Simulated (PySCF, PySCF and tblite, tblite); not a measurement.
# C8H12F2: conformers and averaged spectra

Aim: find the conformers of C8H12F2 (`CC1=C(F)C[C@@H](C)[C@@H](F)C1`), weigh them, and average their properties.

Computed with tblite 0.8.0 (tight binding) and PySCF 2.14.0 (DFT, with response routines of our own); each step states its level. Atoms count from 0 throughout.

## 1. The molecule as given

22 atoms, charge 0, multiplicity 1; geometry from: MMFF94s geometry.

Bonds of the start (Å): C0–C1 1.52, C0–H10 1.09, C0–H11 1.09, C0–H12 1.08, C1–C2 1.32, C1–C9 1.52, C2–C4 1.51, C2–F3 1.36, C4–C5 1.53, C4–H13 1.10, C4–H14 1.11, C5–C6 1.52, C5–C7 1.53, C5–H15 1.11, C6–H16 1.09, C6–H17 1.10, C6–H18 1.09, C7–C9 1.52, C7–F8 1.37, C7–H19 1.10, C9–H20 1.09, C9–H21 1.10.

## 2. GFN2-xTB relaxation, conformer 1

The job: settings as JSON, then the geometry in Å.

```
{"job": {"xc": "GFN2-xTB", "basis": "xTB", "kind": "relax"}, "charge": 0, "multiplicity": 1}
C      3.033600    -0.124400     0.082800
C      1.522800    -0.049200    -0.001400
C      0.892500     0.519800    -1.017200
F      1.610200     1.068600    -2.034500
C     -0.611100     0.633200    -1.102500
C     -1.311000     0.435700     0.241700
C     -2.816200     0.317000     0.053700
C     -0.726200    -0.788000     0.955000
F     -0.973000    -1.897100     0.183900
C      0.776300    -0.678500     1.170000
H      3.377800     0.379300     0.987200
H      3.352300    -1.167900     0.114600
H      3.504400     0.357900    -0.763500
H     -0.961600    -0.102300    -1.843600
H     -0.871400     1.633900    -1.501900
H     -1.116600     1.318800     0.883900
H     -3.219600     1.211600    -0.425400
H     -3.320000     0.196500     1.024300
H     -3.076400    -0.549700    -0.554100
H     -1.223800    -0.959100     1.918700
H      1.178700    -1.673300     1.359500
H      0.968000    -0.063000     2.057800
```

Started as:

```bash
$ OMP_NUM_THREADS=1 python ens_run.py task.json out
```

The driver reads the study from task.json and runs its stages one after another.

Standard output:

```text
step      E/eV     max force
  0    -890.44461    0.940
  1    -890.48185    0.511
  2    -890.49228    0.395
  3    -890.50121    0.255
  4    -890.50672    0.167
  5    -890.51024    0.123
  6    -890.51200    0.095
  7    -890.51318    0.084
  8    -890.51404    0.075
  9    -890.51471    0.054
 10    -890.51524    0.056
 11    -890.51569    0.064
 12    -890.51611    0.064
 13    -890.51652    0.051
 14    -890.51692    0.057
 15    -890.51735    0.066
 16    -890.51781    0.053
 17    -890.51820    0.043
 18    -890.51848    0.034
 19    -890.51848    0.034
 20    -890.51859    0.033
 21    -890.51886    0.027
 22    -890.51895    0.024
 23    -890.51915    0.026
 24    -890.51929    0.038
 25    -890.51943    0.030
 26    -890.51957    0.026
 27    -890.51972    0.025
 28    -890.51985    0.024
 29    -890.51997    0.025
 30    -890.52009    0.025
 31    -890.52023    0.031
 32    -890.52038    0.032
 33    -890.52053    0.035
 34    -890.52066    0.032
 35    -890.52078    0.025
 36    -890.52090    0.023
 37    -890.52102    0.019
 38    -890.52113    0.025
 39    -890.52123    0.020
 40    -890.52129    0.016
 41    -890.52133    0.012
 42    -890.52136    0.011
 43    -890.52138    0.011
 44    -890.52141    0.009
 45    -890.52142    0.007
 46    -890.52143    0.007
 47    -890.52144    0.006
 48    -890.52145    0.006
 49    -890.52145    0.005
 50    -890.52146    0.006
 51    -890.52147    0.005
 52    -890.52147    0.006
 53    -890.52148    0.006
 54    -890.52149    0.006
 55    -890.52150    0.007
 56    -890.52151    0.007
 57    -890.52152    0.008
 58    -890.52153    0.005
 59    -890.52153    0.005
 60    -890.52153    0.004
```

It took 0.47 s on 1 thread of Arm Neoverse V1, shared host.

The energy fell by 0.077 eV, and the atoms moved 0.05 Å (root mean square).

**GFN2-xTB relaxation, conformer 2**

The job: settings as JSON, then the geometry in Å.

```
{"job": {"xc": "GFN2-xTB", "basis": "xTB", "kind": "relax"}, "charge": 0, "multiplicity": 1}
C      2.759900     0.455200     0.116100
C      1.289800     0.175700     0.325900
C      0.523300     0.941500     1.114000
F      1.065400     2.022200     1.719000
C     -0.956400     0.707400     1.326400
C     -1.587700    -0.238600     0.282200
C     -1.892200     0.491500    -1.033000
C     -0.652300    -1.436400     0.079000
F     -1.200200    -2.274600    -0.853900
C      0.743700    -1.043100    -0.374400
H      3.356900    -0.381900     0.469800
H      2.947500     0.602700    -0.947600
H      3.079500     1.358600     0.654800
H     -1.475500     1.671000     1.309900
H     -1.089100     0.295600     2.325200
H     -2.544200    -0.600900     0.687700
H     -2.340600    -0.194900    -1.751400
H     -1.001200     0.920000    -1.486200
H     -2.608500     1.303300    -0.850800
H     -0.585100    -2.009900     1.015400
H      0.744000    -0.848200    -1.455300
H      1.412500    -1.896900    -0.219800
```

Standard output:

```text
step      E/eV     max force
  0    -890.42813    1.461
  1    -890.46088    0.828
  2    -890.47542    0.477
  3    -890.48389    0.296
  4    -890.49064    0.142
  5    -890.49350    0.132
  6    -890.49603    0.093
  7    -890.49732    0.090
  8    -890.49844    0.058
  9    -890.49913    0.061
 10    -890.49975    0.063
 11    -890.50045    0.079
 12    -890.50145    0.081
 13    -890.50273    0.096
 14    -890.50427    0.100
 15    -890.50605    0.114
 16    -890.50812    0.107
 17    -890.51019    0.093
 18    -890.51177    0.080
 19    -890.51272    0.054
 20    -890.51326    0.050
 21    -890.51367    0.049
 22    -890.51407    0.047
 23    -890.51444    0.037
 24    -890.51444    0.037
 25    -890.51460    0.030
 26    -890.51491    0.026
 27    -890.51500    0.035
 28    -890.51530    0.038
 29    -890.51558    0.054
 30    -890.51590    0.041
 31    -890.51618    0.030
 32    -890.51645    0.036
 33    -890.51667    0.030
 34    -890.51683    0.030
 35    -890.51696    0.028
 36    -890.51708    0.023
 37    -890.51718    0.025
 38    -890.51728    0.028
 39    -890.51738    0.028
 40    -890.51747    0.022
 41    -890.51756    0.025
 42    -890.51766    0.029
 43    -890.51773    0.029
 44    -890.51780    0.022
 45    -890.51788    0.025
 46    -890.51799    0.028
 47    -890.51811    0.028
 48    -890.51822    0.028
 49    -890.51831    0.023
 50    -890.51839    0.022
 51    -890.51846    0.020
 52    -890.51852    0.018
 53    -890.51856    0.015
 54    -890.51860    0.013
 55    -890.51862    0.012
 56    -890.51864    0.008
 57    -890.51865    0.008
 58    -890.51866    0.008
 59    -890.51867    0.008
 60    -890.51868    0.009
 61    -890.51869    0.008
 62    -890.51870    0.007
 63    -890.51871    0.009
 64    -890.51872    0.008
 65    -890.51872    0.005
 66    -890.51873    0.005
 67    -890.51873    0.005
 68    -890.51874    0.004
 69    -890.51874    0.004
```

Run time: 0.51 s. Hardware: 1 thread of Arm Neoverse V1, shared host.

Gain 0.091 eV; displacement 0.10 Å root mean square.

## 3. Shieldings, conformer 1: PBE0/6-31G*

The job: settings as JSON, then the geometry in Å.

```
{"job": {"xc": "PBE0", "basis": "6-31G*", "kind": "nmr", "pop": true}, "charge": 0, "multiplicity": 1}
C      3.022198    -0.118913     0.094181
C      1.528113    -0.047644     0.021555
C      0.868631     0.512298    -0.982372
F      1.546616     1.054929    -2.030972
C     -0.614258     0.626669    -1.118057
C     -1.297789     0.446006     0.237841
C     -2.811781     0.339642     0.082494
C     -0.717178    -0.800070     0.910127
F     -0.922490    -1.896728     0.090106
C      0.777449    -0.654266     1.176526
H      3.376084     0.349704     1.012128
H      3.348703    -1.158404     0.101431
H      3.474243     0.383640    -0.755844
H     -0.972262    -0.140748    -1.812058
H     -0.859780     1.600930    -1.546604
H     -1.054518     1.298702     0.880134
H     -3.201466     1.211838    -0.436273
H     -3.293013     0.272334     1.055629
H     -3.066179    -0.548684    -0.490772
H     -1.254101    -1.031306     1.839676
H      1.191740    -1.642830     1.391526
H      0.920629    -0.037713     2.068679
```

Standard output:

```text
coarse grid: 18304 points
cycle   1  E = -511.1402940501  dE =  1.319e+00  |g| = 7.148e-01  |ddm| = 4.233e+00
cycle   2  E = -511.0889140958  dE =  5.138e-02  |g| = 9.248e-01  |ddm| = 1.393e+00
cycle   3  E = -511.2392038718  dE = -1.503e-01  |g| = 1.022e-01  |ddm| = 8.216e-01
cycle   4  E = -511.2413825963  dE = -2.179e-03  |g| = 3.501e-02  |ddm| = 1.414e-01
cycle   5  E = -511.2416616464  dE = -2.791e-04  |g| = 1.108e-02  |ddm| = 4.387e-02
cycle   6  E = -511.2416874682  dE = -2.582e-05  |g| = 4.328e-03  |ddm| = 1.492e-02
cycle   7  E = -511.2416918817  dE = -4.414e-06  |g| = 7.534e-04  |ddm| = 4.742e-03
final grid: 177336 points
cycle   8  E = -511.1852450226  dE = -4.956e-05  |g| = 1.150e-02  |ddm| = 3.339e-02
cycle   9  E = -511.1852237798  dE =  2.124e-05  |g| = 1.581e-02  |ddm| = 2.708e-02
cycle  10  E = -511.1852760963  dE = -5.232e-05  |g| = 1.730e-03  |ddm| = 1.578e-02
cycle  11  E = -511.1852766920  dE = -5.957e-07  |g| = 2.912e-04  |ddm| = 1.831e-03
cycle  12  E = -511.1852767055  dE = -1.352e-08  |g| = 1.659e-04  |ddm| = 4.363e-04
cycle  13  E = -511.1852767121  dE = -6.587e-09  |g| = 3.413e-05  |ddm| = 1.820e-04
cycle  14  E = -511.1852767124  dE = -2.651e-10  |g| = 9.044e-06  |ddm| = 3.945e-05
converged SCF energy = -511.1852767124

GIAO shielding tensors (ppm)
atom      isotropic    diamagn.    paramagn.     s11        s22        s33       span
  0 C      180.152     249.305     -69.152    165.963    179.132    195.363     29.401
  1 C       92.910     253.291    -160.382      6.444    102.835    169.451    163.007
  2 C       47.032     248.486    -201.454    -30.456     84.574     86.979    117.435
  3 F      298.506     471.239    -172.733    204.949    310.119    380.450    175.501
  4 C      165.433     251.049     -85.616    151.237    159.155    185.907     34.670
  5 C      161.172     245.474     -84.302    157.142    160.185    166.190      9.048
  6 C      176.950     247.343     -70.393    159.698    174.316    196.836     37.138
  7 C      108.974     238.460    -129.486     78.436     97.418    151.067     72.631
  8 F      408.503     474.602     -66.099    393.596    405.984    425.930     32.333
  9 C      158.322     249.919     -91.597    145.007    154.979    174.981     29.974
 10 H       31.235      29.174       2.062     27.027     29.361     37.318     10.290
 11 H       31.171      29.181       1.990     26.793     29.317     37.403     10.610
 12 H       29.913      28.763       1.150     24.465     30.353     34.920     10.454
 13 H       29.790      31.541      -1.751     26.653     29.020     33.696      7.044
 14 H       30.335      31.184      -0.849     25.477     30.383     35.145      9.668
 15 H       30.476      32.224      -1.748     26.326     30.197     34.905      8.579
 16 H       31.418      29.533       1.885     26.620     29.799     37.834     11.214
 17 H       31.381      29.598       1.783     26.936     28.833     38.373     11.436
 18 H       30.964      29.841       1.123     26.935     30.066     35.889      8.954
 19 H       27.582      29.991      -2.409     25.373     26.397     30.975      5.602
 20 H       30.048      30.902      -0.854     25.489     30.085     34.570      9.082
 21 H       30.187      31.388      -1.201     26.536     29.005     35.021      8.485
```

Run time: 29 s. Hardware: 1 thread of Arm Neoverse V1, shared host; peak memory 0.82 GiB.

Key values: HOMO -6.41 eV, LUMO 1.21 eV; dipole 2.03 D.

## 4. Shieldings, conformer 2: PBE0/6-31G*

The job: settings as JSON, then the geometry in Å.

```
{"job": {"xc": "PBE0", "basis": "6-31G*", "kind": "nmr", "pop": false}, "charge": 0, "multiplicity": 1}
C      2.727577     0.449664     0.091058
C      1.274340     0.162004     0.310680
C      0.489762     0.904576     1.079923
F      0.999465     1.982006     1.738944
C     -0.967784     0.698199     1.343207
C     -1.585373    -0.224337     0.291431
C     -1.810114     0.508748    -1.029630
C     -0.654420    -1.428586     0.127699
F     -1.228448    -2.349204    -0.731480
C      0.713202    -1.029178    -0.412904
H      3.334458    -0.376074     0.461236
H      2.930072     0.561410    -0.973546
H      3.024484     1.359511     0.604486
H     -1.466777     1.670186     1.334058
H     -1.095091     0.277693     2.346210
H     -2.551627    -0.594040     0.650068
H     -2.087669    -0.198996    -1.806782
H     -0.913251     1.039979    -1.336638
H     -2.614990     1.231533    -0.920453
H     -0.550459    -1.948854     1.089195
H      0.618864    -0.805269    -1.479634
H      1.403369    -1.871587    -0.324176
```

Standard output:

```text
coarse grid: 18304 points
cycle   1  E = -511.1408588643  dE =  1.323e+00  |g| = 7.097e-01  |ddm| = 4.239e+00
cycle   2  E = -511.0916093554  dE =  4.925e-02  |g| = 9.122e-01  |ddm| = 1.383e+00
cycle   3  E = -511.2372029609  dE = -1.456e-01  |g| = 1.053e-01  |ddm| = 8.196e-01
cycle   4  E = -511.2395607241  dE = -2.358e-03  |g| = 3.629e-02  |ddm| = 1.474e-01
cycle   5  E = -511.2398663927  dE = -3.057e-04  |g| = 1.033e-02  |ddm| = 4.475e-02
cycle   6  E = -511.2398882451  dE = -2.185e-05  |g| = 4.347e-03  |ddm| = 1.430e-02
cycle   7  E = -511.2398926982  dE = -4.453e-06  |g| = 8.133e-04  |ddm| = 5.018e-03
final grid: 177336 points
cycle   8  E = -511.1842318641  dE = -5.798e-05  |g| = 1.164e-02  |ddm| = 3.850e-02
cycle   9  E = -511.1842066080  dE =  2.526e-05  |g| = 1.649e-02  |ddm| = 2.813e-02
cycle  10  E = -511.1842632964  dE = -5.669e-05  |g| = 1.701e-03  |ddm| = 1.692e-02
cycle  11  E = -511.1842638658  dE = -5.695e-07  |g| = 3.393e-04  |ddm| = 1.824e-03
cycle  12  E = -511.1842638869  dE = -2.105e-08  |g| = 1.592e-04  |ddm| = 4.762e-04
cycle  13  E = -511.1842638926  dE = -5.745e-09  |g| = 4.357e-05  |ddm| = 1.844e-04
cycle  14  E = -511.1842638931  dE = -4.545e-10  |g| = 8.930e-06  |ddm| = 4.955e-05
converged SCF energy = -511.1842638931

GIAO shielding tensors (ppm)
atom      isotropic    diamagn.    paramagn.     s11        s22        s33       span
  0 C      179.826     249.460     -69.634    166.125    177.690    195.664     29.539
  1 C       92.405     253.659    -161.254      8.115    102.692    166.407    158.292
  2 C       48.236     248.502    -200.266    -30.448     86.595     88.559    119.007
  3 F      301.837     471.108    -169.271    203.586    311.282    390.644    187.058
  4 C      163.389     250.081     -86.692    153.055    161.951    175.159     22.104
  5 C      162.639     242.283     -79.644    155.472    163.387    169.059     13.587
  6 C      183.281     249.819     -66.538    173.078    180.148    196.616     23.537
  7 C      109.500     241.862    -132.362     76.321     94.292    157.888     81.566
  8 F      398.505     470.191     -71.685    382.623    386.334    426.558     43.935
  9 C      163.616     249.962     -86.346    148.679    155.850    186.319     37.640
 10 H       31.219      29.014       2.205     26.856     29.165     37.636     10.780
 11 H       31.143      29.553       1.590     26.847     29.601     36.980     10.132
 12 H       30.012      28.954       1.057     24.638     30.323     35.074     10.436
 13 H       30.330      30.511      -0.181     26.192     29.513     35.285      9.093
 14 H       29.772      29.892      -0.120     25.722     27.991     35.603      9.881
 15 H       30.097      30.246      -0.148     26.664     27.492     36.137      9.473
 16 H       30.981      30.654       0.327     25.896     29.918     37.129     11.234
 17 H       31.227      31.673      -0.446     26.708     31.596     35.376      8.668
 18 H       31.527      30.576       0.951     27.202     28.819     38.560     11.357
 19 H       27.308      30.222      -2.914     24.333     27.691     29.901      5.568
 20 H       29.946      32.168      -2.222     27.224     29.640     32.974      5.750
 21 H       30.131      31.102      -0.971     25.410     30.038     34.945      9.534
```

Wall time 28 s (1 thread of Arm Neoverse V1, shared host); peak memory 0.81 GiB.

In short: HOMO -6.56 eV, LUMO 1.05 eV; dipole 0.22 D.

## 5. Averages: properties at PBE0/6-31G*

The job: settings as JSON, then the geometry in Å.

```
{"job": {"study": "conf", "smiles": "CC1=C(F)C[C@@H](C)[C@@H](F)C1", "search": {"seed": 4969, "n_embed": 60, "ff_keep": 14, "window": 3.0, "nmax": 10, "temps": [180, 230, 298.15, 330, 400], "t_ref": 298.15, "order": 0.002}, "level": {"nmr": {"xc": "PBE0", "basis": "6-31G*"}}, "kind": "conf"}, "charge": 0, "multiplicity": 1}
C      3.022198    -0.118913     0.094181
C      1.528113    -0.047644     0.021555
C      0.868631     0.512298    -0.982372
F      1.546616     1.054929    -2.030972
C     -0.614258     0.626669    -1.118057
C     -1.297789     0.446006     0.237841
C     -2.811781     0.339642     0.082494
C     -0.717178    -0.800070     0.910127
F     -0.922490    -1.896728     0.090106
C      0.777449    -0.654266     1.176526
H      3.376084     0.349704     1.012128
H      3.348703    -1.158404     0.101431
H      3.474243     0.383640    -0.755844
H     -0.972262    -0.140748    -1.812058
H     -0.859780     1.600930    -1.546604
H     -1.054518     1.298702     0.880134
H     -3.201466     1.211838    -0.436273
H     -3.293013     0.272334     1.055629
H     -3.066179    -0.548684    -0.490772
H     -1.254101    -1.031306     1.839676
H      1.191740    -1.642830     1.391526
H      0.920629    -0.037713     2.068679
```

Standard output:

```text
conformer  sym    E(xTB)   E(DFT)   G(298.15 K)  weight  dipole/D
    1     C1      0.000    0.000    0.000   0.6879    2.034
    2     C1      0.064    0.220    0.468   0.3120    0.219

mean shielding (ppm) by class
class atoms           180 K      230 K   298.15 K      330 K      400 K
  0 C  0            180.077    180.063    180.051    180.046    180.039
  1 C  1             92.793     92.772     92.752     92.745     92.734
  2 C  2              47.31     47.361     47.408     47.424     47.452
  3 F  3            299.274    299.416    299.546    299.591    299.668
  4 C  4            164.962    164.875    164.795    164.767     164.72
  5 C  5             161.51    161.573     161.63     161.65    161.684
  6 C  6            178.409    178.678    178.925    179.011    179.158
  7 C  7            109.095    109.118    109.138    109.145    109.157
  8 F  8            406.199    405.774    405.383    405.248    405.015
  9 C  9            159.542    159.768    159.974    160.046    160.169
 10 H  10,11,12      30.777     30.778     30.779     30.779     30.779
 11 H  13            29.914     29.937     29.958     29.966     29.978
 12 H  14            30.205     30.181     30.159     30.152     30.139
 13 H  15            30.389     30.373     30.358     30.353     30.344
 14 H  16,17,18      31.252     31.252     31.251     31.251     31.251
 15 H  19            27.519     27.507     27.497     27.493     27.487
 16 H  20            30.024      30.02     30.016     30.015     30.012
 17 H  21            30.174     30.172      30.17     30.169     30.168
```

Run time: 60 s. Hardware: 1 thread of Arm Neoverse V1, shared host. This counts the runs that the step sums up.

The search (ETKDG and KDG, MMFF94s, GFN2-xTB) embedded 60 structures, kept 2 distinct ones after the force field and 2 after xTB; 2 were carried on (window 3.0 kcal/mol at the search's own energies). Energies: PBE0/6-31G* with D3(BJ).

Conformer by conformer (298 K):

| no. | group | mirror pair | ΔE xTB | ΔE DFT | ΔG | weight (%) | μ (D) | A, B, C (GHz) |
| --- | --- | --- | --- | --- | --- | --- | --- | --- |
| 1 | C1 | no | 0.00 | 0.00 | 0.00 | 68.8 | 2.03 | 2.01, 1.05, 0.80 |
| 2 | C1 | no | 0.06 | 0.22 | 0.47 | 31.2 | 0.22 | 1.99, 1.03, 0.80 |

Energies in kcal/mol. ΔG holds xTB vibrations and rotation, symmetry numbers and mirror pairs.

Weights (%) by temperature:

| no. | 180 K | 230 K | 298 K | 330 K | 400 K |
| --- | --- | --- | --- | --- | --- |
| 1 | 77.0 | 72.7 | 68.8 | 67.4 | 65.1 |
| 2 | 23.0 | 27.3 | 31.2 | 32.6 | 34.9 |

How the weights hang on the way they are made:

| scheme | 1 | 2 | mean μ (D) |
| --- | --- | --- | --- |
| DFT free energy | 69 | 31 | 1.47 |
| DFT energy, symmetry counted | 59 | 41 | 1.29 |
| DFT energy alone | 59 | 41 | 1.29 |
| xTB energy, symmetry counted | 53 | 47 | 1.18 |
| xTB free energy | 63 | 37 | 1.36 |
| lowest conformer only | 100 | 0 | 2.03 |
| equal weights | 50 | 50 | 1.13 |
| conformers found from three starts alone | 100 | 0 | 2.03 |

Shifts against references run at the same level ($^{19}$F CFCl3 192.5, $^{1}$H TMS 32.41, $^{13}$C TMS 196.4 ppm of shielding), by class of atoms, at 298 K:

| atoms | environment | no. 1 | no. 2 | average |
| --- | --- | --- | --- | --- |
| C2 | fully substituted alkene carbon | 149.4 | 148.2 | 149.0 |
| C1 | fully substituted alkene carbon | 103.5 | 104.0 | 103.6 |
| C7 | sp3 CH bonded to F | 87.4 | 86.9 | 87.2 |
| C9 | allylic sp3 CH2 | 38.1 | 32.8 | 36.4 |
| C5 | sp3 CH in a ring | 35.2 | 33.7 | 34.8 |
| C4 | allylic sp3 CH2 | 31.0 | 33.0 | 31.6 |
| C6 | methyl carbon | 19.4 | 13.1 | 17.5 |
| C0 | allylic methyl carbon | 16.2 | 16.6 | 16.3 |
| H19 | hydrogen on an sp3 CH bonded to F | 4.83 | 5.10 | 4.91 |
| H13 | hydrogen on an allylic sp3 CH2 | 2.62 | 2.08 | 2.45 |
| H20 | hydrogen on an allylic sp3 CH2 | 2.36 | 2.47 | 2.40 |
| H14 | hydrogen on an allylic sp3 CH2 | 2.08 | 2.64 | 2.25 |
| H21 | hydrogen on an allylic sp3 CH2 | 2.22 | 2.28 | 2.24 |
| H15 | hydrogen on an sp3 CH in a ring | 1.94 | 2.31 | 2.05 |
| H10, H11, H12 | hydrogen on an allylic methyl carbon | 1.64 | 1.62 | 1.63 |
| H16, H17, H18 | hydrogen on a methyl carbon | 1.16 | 1.17 | 1.16 |
| F3 | vinylic fluorine | -106.0 | -109.3 | -107.0 |
| F8 | fluorine on an sp3 carbon | -216.0 | -206.0 | -212.8 |

Effective distances for nuclear Overhauser effects, ⟨r⁻⁶⟩^(−1/6) over all pairs of two classes (Å): H13···H14 1.76; H20···H21 1.76; H19···H21 2.41; H14···H15 2.44; H15···H19 2.50; H15···H16 2.60; H19···H20 2.66; H13···H16 2.82.

## 6. Outcome

| quantity | value |
| --- | --- |
| conformers | 2; the first in weight is no. 1 (C1), 69 % at 298 K |
| root-mean-square dipole | 1.69 D |
| averaged $^{13}$C shifts (PBE0/6-31G*) | 149.0, 103.6, 87.2, 36.4, 34.8, 31.6, 17.5, 16.3 ppm |
| averaged $^{1}$H shifts (PBE0/6-31G*) | 4.91, 2.45, 2.40, 2.25, 2.24, 2.05, 1.63, 1.16 ppm |
| averaged $^{19}$F shifts (PBE0/6-31G*) | -107.0, -212.8 ppm |

What this shows: At 298 K conformer 1 holds 69 % of the ensemble (77 % at 180 K, 65 % at 400 K). Among conformers over 5 %, C6 differs by 6.3 ppm, while the average moves by 0.7 ppm from 180 to 400 K.
